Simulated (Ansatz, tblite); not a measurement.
# The cluster AlGe₂₃H₃₂: charged states by level of theory

Aim: the energy of removing and adding an electron for the cluster AlGe₂₃H₃₂, by energy differences, and how well orbital energies stand in for it.

The runs use Ansatz 0.2.0, Gaussian basis; as each input shows.

Plan: charge +1 singlet, at the geometry of the doublet (PBE0-D4/def2-SVP, PBE-D4/def2-SVP, B3LYP-D4/def2-SVP); charge -1 singlet, at the geometry of the doublet (PBE0-D4/def2-SVP, PBE-D4/def2-SVP, B3LYP-D4/def2-SVP); the starting doublet's energies come from earlier runs.

1 further run of the same task is left out (set aside as unsound or not needed).

**1. The geometry**

The doublet was relaxed beforehand with PBE-D4/def2-SVP.

56 atoms, charge 0, spin multiplicity 2.

Atoms are counted from 1 here; the program's logs count them from 0.

Bond lengths: Ge1–Ge12 2.446 Å, Ge1–Ge16 2.448 Å, Ge1–H25 1.557 Å, Ge1–H26 1.556 Å, Ge2–Ge15 2.445 Å, Ge2–Ge17 2.445 Å, Ge2–H27 1.557 Å, Ge2–H28 1.555 Å, Ge3–Ge13 2.451 Å, Ge3–Ge18 2.446 Å, Ge3–Ge19 2.446 Å, Ge3–H29 1.563 Å, Ge4–Ge15 2.450 Å, Ge4–Ge18 2.448 Å, Ge4–Ge20 2.455 Å, Ge4–H30 1.563 Å, Ge5–Ge12 2.449 Å, Ge5–Ge13 2.496 Å and more. Angles: Ge12–Ge1–Ge16 109.8°, Ge12–Ge1–H25 110.2°, Ge12–Ge1–H26 109.0°, Ge16–Ge1–H25 109.9°, Ge16–Ge1–H26 110.0°, H25–Ge1–H26 108.0°, Ge15–Ge2–Ge17 104.9°, Ge15–Ge2–H27 110.3°, Ge15–Ge2–H28 111.5°, Ge17–Ge2–H27 110.4°, Ge17–Ge2–H28 111.4°, H27–Ge2–H28 108.4°, Ge13–Ge3–Ge18 109.3°, Ge13–Ge3–Ge19 110.5°, Ge13–Ge3–H29 106.9°, Ge18–Ge3–Ge19 108.9°, Ge18–Ge3–H29 109.9°, Ge19–Ge3–H29 111.3° and more.

**2. Charge +1 singlet at the fixed geometry, PBE0-D4/def2-SVP**

The input, in.yaml:

```yaml
crystal:
  periodic: [false, false, false]
  atoms:
    - {symbol: Ge, position_ang: [-1.826524, -3.685379, 1.629576]}
    - {symbol: Ge, position_ang: [1.462174, -3.736182, -1.553955]}
    - {symbol: Ge, position_ang: [-1.466045, 2.028258, -4.192325]}
    - {symbol: Ge, position_ang: [1.403412, -0.723821, -4.195886]}
    - {symbol: Ge, position_ang: [-1.373656, -0.943723, -1.323807]}
    - {symbol: Ge, position_ang: [-1.742835, 2.130754, 1.532582]}
    - {symbol: Ge, position_ang: [1.066100, -0.923506, 1.301302]}
    - {symbol: Ge, position_ang: [1.320869, 2.182598, -1.388396]}
    - {symbol: Ge, position_ang: [-1.543249, -0.726844, 4.356983]}
    - {symbol: Ge, position_ang: [1.263193, 2.090806, 4.123758]}
    - {symbol: Ge, position_ang: [4.098744, -0.762990, -1.285157]}
    - {symbol: Ge, position_ang: [-2.935109, -2.414171, -0.142466]}
    - {symbol: Ge, position_ang: [-2.771267, 0.649073, -2.642585]}
    - {symbol: Ge, position_ang: [-3.030395, 0.765856, 3.106947]}
    - {symbol: Ge, position_ang: [0.027126, -2.244559, -2.855514]}
    - {symbol: Ge, position_ang: [-0.300543, -2.224209, 2.865854]}
    - {symbol: Ge, position_ang: [2.650181, -2.269314, 0.000511]}
    - {symbol: Ge, position_ang: [-0.107552, 0.576233, -5.617556]}
    - {symbol: Ge, position_ang: [0.013444, 3.536850, -2.959682]}
    - {symbol: Ge, position_ang: [2.753200, 0.701423, -2.721989]}
    - {symbol: Al, position_ang: [-0.226212, 0.873095, 0.035682]}
    - {symbol: Ge, position_ang: [-0.304919, 3.544055, 2.931610]}
    - {symbol: Ge, position_ang: [2.503694, 0.704269, 2.531757]}
    - {symbol: Ge, position_ang: [0.069920, 0.589930, 5.643477]}
    - {symbol: H, position_ang: [-2.883712, -4.289465, 2.600681]}
    - {symbol: H, position_ang: [-1.034226, -4.861366, 0.989222]}
    - {symbol: H, position_ang: [2.471030, -4.466226, -2.488177]}
    - {symbol: H, position_ang: [0.629728, -4.809417, -0.796220]}
    - {symbol: H, position_ang: [-2.488634, 2.823960, -5.065723]}
    - {symbol: H, position_ang: [2.354438, -1.589873, -5.083300]}
    - {symbol: H, position_ang: [-2.741827, 3.087694, 0.804382]}
    - {symbol: H, position_ang: [2.267468, 3.158865, -0.617687]}
    - {symbol: H, position_ang: [-2.379261, -1.620634, 5.328475]}
    - {symbol: H, position_ang: [2.315550, 2.925117, 4.921690]}
    - {symbol: H, position_ang: [5.061274, -1.628266, -2.154240]}
    - {symbol: H, position_ang: [4.970623, 0.078200, -0.307104]}
    - {symbol: H, position_ang: [-3.561161, -3.394695, -1.179930]}
    - {symbol: H, position_ang: [-4.081990, -1.556421, 0.463426]}
    - {symbol: H, position_ang: [-3.804969, -0.231060, -3.417398]}
    - {symbol: H, position_ang: [-3.562503, 1.527498, -1.628553]}
    - {symbol: H, position_ang: [-4.105996, -0.087016, 2.372714]}
    - {symbol: H, position_ang: [-3.773794, 1.662245, 4.143034]}
    - {symbol: H, position_ang: [-0.930426, -3.065882, -3.778527]}
    - {symbol: H, position_ang: [0.670816, -3.111901, 3.711349]}
    - {symbol: H, position_ang: [3.495645, -3.109100, 1.011476]}
    - {symbol: H, position_ang: [-1.013073, -0.391159, -6.436731]}
    - {symbol: H, position_ang: [0.698875, 1.448476, -6.624509]}
    - {symbol: H, position_ang: [0.903239, 4.303023, -3.983965]}
    - {symbol: H, position_ang: [-0.848225, 4.584249, -2.193409]}
    - {symbol: H, position_ang: [3.726104, 1.518240, -3.633295]}
    - {symbol: H, position_ang: [0.512050, 4.540065, 2.056747]}
    - {symbol: H, position_ang: [-1.106439, 4.372240, 3.980952]}
    - {symbol: H, position_ang: [3.240682, 1.566552, 1.466411]}
    - {symbol: H, position_ang: [3.580004, -0.166106, 3.262524]}
    - {symbol: H, position_ang: [-0.664292, 1.420609, 6.737321]}
    - {symbol: H, position_ang: [1.079265, -0.356969, 6.357641]}
basis:
  gaussian: {orbitals: def2-SVP, fitting: {mean_field: def2-universal-jkfit}}
total_charge: 1
hamiltonian: {xc: pbe0, dispersion: d4}
scf: {omitted_lower_state_checks: [starts]}
output: {orbitals: {seedname: orbitals}}
```

Run with:

```sh
$ ansatz run in.yaml --threads 11 --pin off --events-out ev --progress --plain --max-ram 174080MiB --backend cuda --devices 0, --max-vram 75GiB
```

What it wrote:

```text
Functional definition: PBE0
  name "PBE0"
  cite "Adamo & Barone, J. Chem. Phys. 110, 6158 (1999) doi:10.1063/1.478522"
  cite "Perdew, Burke & Ernzerhof, Phys. Rev. Lett. 77, 3865 (1996) doi:10.1103/PhysRevLett.77.3865"
  parent pbe
  parameter a = 0.25
  parameter kappa = 0.804
  parameter beta = 0.06672455060314922
  exchange = (1 - a)*pbe_x(kappa = kappa, mu = beta*pi^2/3) + a*exact_x
  correlation = pbe_c(beta = beta)
these checks for a lower state are left out or cut short: starts
6822 factors; integrals over basis functions are off by at most 3.4e-1 eV
mean field evaluation 1: about -1306710.3063 eV, gradient 5.3e1 eV
mean field evaluation 2: about -1306710.4998 eV, gradient 4.9e1 eV
mean field evaluation 4: about -1306713.3961 eV, gradient 4.8e0 eV
mean field evaluation 8: about -1306713.4151 eV, gradient 4.4e-1 eV
mean field evaluation 16: about -1306713.4190 eV, gradient 3.7e-3 eV
mean field -1306713.41896915 eV, -48020.8324249491 hartree, gradient 3.0e-5 eV, S^2 0.000000; 0 other end points of the search recorded, 0 dependent functions left out
reference -1306713.41904661 eV, -48020.8324277955 hartree; 390, 390 occupied and 524, 524 virtual orbitals, 6822 factors
Total energy: -1306717.07589686 eV, -48020.9668145634 hartree
Checks for a lower state left out: starts
```

Wall time 27 s (1 × H100 with 11 threads of AMD EPYC 7R13, shared host); peak host memory 1.7 GiB.

From the report: HOMO -9.46 eV, LUMO -8.08 eV.

**3. Charge +1 singlet at the fixed geometry, PBE-D4/def2-SVP**

start.molden holds the orbitals of an earlier run on this state, given as this run's starting guess.

in.yaml, as its differences from that of step 2:

```diff
@@ -60,5 +60,5 @@
 basis:
-  gaussian: {orbitals: def2-SVP, fitting: {mean_field: def2-universal-jkfit}}
+  gaussian: {orbitals: def2-SVP, fitting: {mean_field: def2-universal-jkfit}, initial_orbitals: start.molden}
 total_charge: 1
-hamiltonian: {xc: pbe0, dispersion: d4}
+hamiltonian: {xc: pbe, dispersion: d4}
 scf: {omitted_lower_state_checks: [starts]}
```

Same command.

What it wrote:

```text
Functional definition: PBE
  name "PBE"
  cite "Perdew, Burke & Ernzerhof, Phys. Rev. Lett. 77, 3865 (1996) doi:10.1103/PhysRevLett.77.3865"
  parent pbe
  parameter kappa = 0.804
  parameter beta = 0.06672455060314922
  exchange = pbe_x(kappa = kappa, mu = beta*pi^2/3)
  correlation = pbe_c(beta = beta)
these checks for a lower state are left out or cut short: starts
6822 factors; integrals over basis functions are off by at most 3.4e-1 eV
mean field evaluation 1: about -1306676.6836 eV, gradient 2.3e1 eV
mean field evaluation 2: about -1306677.6720 eV, gradient 9.5e-1 eV
mean field evaluation 4: about -1306677.6207 eV, gradient 1.6e-1 eV
mean field evaluation 8: about -1306677.6208 eV, gradient 1.2e-5 eV
mean field -1306677.62081679 eV, -48019.5168671146 hartree, gradient 1.2e-5 eV, S^2 0.000000; 0 other end points of the search recorded, 0 dependent functions left out
reference -1306677.62091991 eV, -48019.5168709041 hartree; 390, 390 occupied and 524, 524 virtual orbitals, 6822 factors
Total energy: -1306681.59953010 eV, -48019.6630821317 hartree
Checks for a lower state left out: starts
```

It took 17 s on 1 × H100 with 11 threads of AMD EPYC 7R13, shared host; peak host memory 1.7 GiB.

HOMO -8.52 eV, LUMO -8.25 eV.

**4. Charge +1 singlet at the fixed geometry, B3LYP-D4/def2-SVP**

in.yaml, as its differences from that of step 3:

```diff
@@ -62,3 +62,3 @@
 total_charge: 1
-hamiltonian: {xc: pbe, dispersion: d4}
+hamiltonian: {xc: {name: B3LYP}, dispersion: d4}
 scf: {omitted_lower_state_checks: [starts]}
```

Launched as before.

What it wrote, shortened:

```text
Functional definition: B3LYP
  name "B3LYP"
  cite "Stephens, Devlin, Chabalowski & Frisch, J. Phys. Chem. 98, 11623 (1994) doi:10.1021/j100096a001"
  cite "Becke, Phys. Rev. A 38, 3098 (1988) doi:10.1103/PhysRevA.38.3098"
  cite "Lee, Yang & Parr, Phys. Rev. B 37, 785 (1988) doi:10.1103/PhysRevB.37.785"
  cite "Vosko, Wilk & Nusair, Can. J. Phys. 58, 1200 (1980) doi:10.1139/p80-159"
[...]
6822 factors; integrals over basis functions are off by at most 3.4e-1 eV
[...]
mean field -1306906.43686040 eV, -48027.9257016203 hartree, gradient 1.8e-5 eV, S^2 0.000000; 0 other end points of the search recorded, 0 dependent functions left out
reference -1306906.43759131 eV, -48027.9257284805 hartree; 390, 390 occupied and 524, 524 virtual orbitals, 6822 factors
Total energy: -1306912.92365258 eV, -48028.1640868359 hartree
Checks for a lower state left out: starts
```

Wall time 20 s (1 × H100 with 11 threads of AMD EPYC 7R13, shared host); peak host memory 1.7 GiB.

HOMO -9.26 eV, LUMO -8.12 eV.

**5. Vertical ionisation energy**

Charged state less starting state, doublet to singlet; the starting state's energies are those of its earlier runs.

| level | vertical ionisation energy (eV) | time |
| --- | --- | --- |
| PBE-D4/def2-SVP | +6.89 | 37 s |
| B3LYP-D4/def2-SVP | +7.21 | 73 s |
| PBE0-D4/def2-SVP | +7.26 | 61 s |

Times add the two runs; a level without a time comes out of a correlated run.

Beside −ε(HOMO) of the starting state (over both spins):

| level | −ε(HOMO) (eV) | by difference (eV) | mismatch (eV) |
| --- | --- | --- | --- |
| PBE-D4/def2-SVP | 5.35 | 6.89 | -1.54 |
| B3LYP-D4/def2-SVP | 6.07 | 7.21 | -1.14 |
| PBE0-D4/def2-SVP | 6.29 | 7.26 | -0.97 |

**6. Charge -1 singlet at the fixed geometry, PBE0-D4/def2-SVP**

in.yaml, as its differences from that of step 4:

```diff
@@ -60,5 +60,5 @@
 basis:
-  gaussian: {orbitals: def2-SVP, fitting: {mean_field: def2-universal-jkfit}, initial_orbitals: start.molden}
-total_charge: 1
-hamiltonian: {xc: {name: B3LYP}, dispersion: d4}
+  gaussian: {orbitals: def2-SVP, fitting: {mean_field: def2-universal-jkfit}}
+total_charge: -1
+hamiltonian: {xc: pbe0, dispersion: d4}
 scf: {omitted_lower_state_checks: [starts]}
```

The command is unchanged.

What it wrote, shortened:

```text
Functional definition: PBE0
  name "PBE0"
  cite "Adamo & Barone, J. Chem. Phys. 110, 6158 (1999) doi:10.1063/1.478522"
  cite "Perdew, Burke & Ernzerhof, Phys. Rev. Lett. 77, 3865 (1996) doi:10.1103/PhysRevLett.77.3865"
  parent pbe
[...]
6822 factors; integrals over basis functions are off by at most 3.4e-1 eV
[...]
mean field -1306724.22851713 eV, -48021.2296685101 hartree, gradient 4.4e-5 eV, S^2 0.000000; 0 other end points of the search recorded, 0 dependent functions left out
reference -1306724.22859876 eV, -48021.2296715100 hartree; 391, 391 occupied and 523, 523 virtual orbitals, 6822 factors
Total energy: -1306728.00858839 eV, -48021.3685835670 hartree
Checks for a lower state left out: starts
```

It took 20 s on 1 × H100 with 11 threads of AMD EPYC 7R13, shared host; peak host memory 1.7 GiB.

Report: HOMO -2.70 eV, LUMO 1.39 eV.

**7. Charge -1 singlet at the fixed geometry, PBE-D4/def2-SVP**

in.yaml, as its differences from that of step 6:

```diff
@@ -60,5 +60,5 @@
 basis:
-  gaussian: {orbitals: def2-SVP, fitting: {mean_field: def2-universal-jkfit}}
+  gaussian: {orbitals: def2-SVP, fitting: {mean_field: def2-universal-jkfit}, initial_orbitals: start.molden}
 total_charge: -1
-hamiltonian: {xc: pbe0, dispersion: d4}
+hamiltonian: {xc: pbe, dispersion: d4}
 scf: {omitted_lower_state_checks: [starts]}
```

The command is unchanged.

What it wrote:

```text
Functional definition: PBE
  name "PBE"
  cite "Perdew, Burke & Ernzerhof, Phys. Rev. Lett. 77, 3865 (1996) doi:10.1103/PhysRevLett.77.3865"
  parent pbe
  parameter kappa = 0.804
  parameter beta = 0.06672455060314922
  exchange = pbe_x(kappa = kappa, mu = beta*pi^2/3)
  correlation = pbe_c(beta = beta)
these checks for a lower state are left out or cut short: starts
6822 factors; integrals over basis functions are off by at most 3.4e-1 eV
mean field evaluation 1: about -1306686.9654 eV, gradient 2.3e1 eV
mean field evaluation 2: about -1306687.9306 eV, gradient 8.8e-1 eV
mean field evaluation 4: about -1306687.8705 eV, gradient 9.3e-2 eV
mean field evaluation 8: about -1306687.8706 eV, gradient 1.4e-5 eV
mean field -1306687.87055652 eV, -48019.8935381021 hartree, gradient 1.4e-5 eV, S^2 0.000000; 0 other end points of the search recorded, 0 dependent functions left out
reference -1306687.87066553 eV, -48019.8935421080 hartree; 391, 391 occupied and 523, 523 virtual orbitals, 6822 factors
Total energy: -1306691.98458587 eV, -48020.0447258921 hartree
Checks for a lower state left out: starts
```

It took 20 s on 1 × H100 with 11 threads of AMD EPYC 7R13, shared host; peak host memory 1.7 GiB.

Report: HOMO -1.89 eV, LUMO 0.72 eV.

**8. Charge -1 singlet at the fixed geometry, B3LYP-D4/def2-SVP**

in.yaml, as its differences from that of step 7:

```diff
@@ -62,3 +62,3 @@
 total_charge: -1
-hamiltonian: {xc: pbe, dispersion: d4}
+hamiltonian: {xc: {name: B3LYP}, dispersion: d4}
 scf: {omitted_lower_state_checks: [starts]}
```

The command is unchanged.

What it wrote, shortened:

```text
Functional definition: B3LYP
  name "B3LYP"
  cite "Stephens, Devlin, Chabalowski & Frisch, J. Phys. Chem. 98, 11623 (1994) doi:10.1021/j100096a001"
  cite "Becke, Phys. Rev. A 38, 3098 (1988) doi:10.1103/PhysRevA.38.3098"
  cite "Lee, Yang & Parr, Phys. Rev. B 37, 785 (1988) doi:10.1103/PhysRevB.37.785"
  cite "Vosko, Wilk & Nusair, Can. J. Phys. 58, 1200 (1980) doi:10.1139/p80-159"
[...]
6822 factors; integrals over basis functions are off by at most 3.4e-1 eV
[...]
mean field -1306917.13802058 eV, -48028.3189620031 hartree, gradient 2.3e-5 eV, S^2 0.000000; 0 other end points of the search recorded, 0 dependent functions left out
reference -1306917.13879268 eV, -48028.3189903775 hartree; 391, 391 occupied and 523, 523 virtual orbitals, 6822 factors
Total energy: -1306923.83224427 eV, -48028.5649701865 hartree
Checks for a lower state left out: starts
```

It took 21 s on 1 × H100 with 11 threads of AMD EPYC 7R13, shared host; peak host memory 1.7 GiB.

Report: HOMO -2.53 eV, LUMO 1.28 eV.

**9. Vertical electron affinity**

Starting state less charged state (positive: the electron is bound), doublet to singlet; the starting state's energies are those of its earlier runs.

| level | vertical electron affinity (eV) | time |
| --- | --- | --- |
| PBE-D4/def2-SVP | +3.50 | 40 s |
| B3LYP-D4/def2-SVP | +3.70 | 75 s |
| PBE0-D4/def2-SVP | +3.68 | 54 s |

Times add the two runs; a level without a time comes out of a correlated run.

Beside −ε(LUMO) of the starting state (over both spins):

| level | −ε(LUMO) (eV) | by difference (eV) | mismatch (eV) |
| --- | --- | --- | --- |
| PBE-D4/def2-SVP | 4.95 | 3.50 | +1.45 |
| B3LYP-D4/def2-SVP | 4.64 | 3.70 | +0.95 |
| PBE0-D4/def2-SVP | 4.52 | 3.68 | +0.84 |

**10. What came out**

```
                                           quantity                                value
vertical ionisation energy, functionals in def2-SVP   6.89 (PBE-D4) to 7.26 eV (PBE0-D4)
vertical electron affinity, functionals in def2-SVP  3.50 (PBE-D4) to 3.70 eV (B3LYP-D4)
```

**Reading.** The vertical ionisation energy spans 6.89 to 7.26 eV over the functionals. −ε(HOMO) misses the level's own difference by -0.97 eV at best (PBE0-D4) and -1.54 eV at worst (PBE-D4). The vertical electron affinity spans 3.50 to 3.70 eV over the functionals. −ε(LUMO) misses the level's own difference by +0.84 eV at best (PBE0-D4) and +1.45 eV at worst (PBE-D4). The charged states' spins were chosen beforehand and needn't be their lowest.
